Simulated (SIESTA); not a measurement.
HPbNO4:

```xyz
14
Lattice="4.1204 -0.0008 -0.0112 0.0040 6.4272 0.0536 0.0279 3.2071 7.7499" Properties=species:S:1:pos:R:3 pbc="T T T"
H     3.7380    2.9684    3.7875
H     1.6795    6.6644    4.0009
Pb    1.6467    4.2515    5.4933
Pb    3.6983    5.3813    2.2951
N     2.6193    1.9491    1.6102
N     0.5769    7.6848    6.1852
O     3.7590    3.8553    4.2210
O     2.2235    3.1363    1.5259
O     2.2071    1.0645    0.8217
O     3.4590    1.6183    2.5274
O     1.6973    5.7776    3.5672
O     0.1804    6.4980    6.2725
O     0.1698    8.5703    6.9754
O     1.4117    8.0143    5.2631
```

The cell was built by a generator and needn't be a form met in nature.

Program: SIESTA 5.4.2. Alike in all runs: task band structure; no spin polarisation; cell as given; k mesh 7 × 5 × 4; smearing fermi-dirac 0.05 eV; grid cutoff 800 Ry; energy shift 0.003 Ry.

Q: Order these runs on this cell by their pressure, lowest first.
A. level LDA; potentials or basis PseudoDojo 0.4 standard (LDA files), DZP (energy shift 0.003 Ry; two zetas on semicore shells)
B. level PBE; potentials or basis PseudoDojo 0.4 standard (PBE files), DZP (energy shift 0.003 Ry; two zetas on semicore shells)
C. level PBEsol; potentials or basis PseudoDojo 0.4 standard (PBEsol files), DZP (energy shift 0.003 Ry; two zetas on semicore shells)
D. level RPBE; potentials or basis PseudoDojo 0.4 standard (PBE files), DZP (energy shift 0.003 Ry; two zetas on semicore shells)

A: A (-2.8 GPa), C (0.1 GPa), B (2.8 GPa), D (4.8 GPa).

Caveats: the basis of atomic orbitals isn't converged, which shifts pressures, moduli and gaps; the potentials were made for another functional, which shifts forces and pressure (some runs).

Not every run made on this cell is shown here.
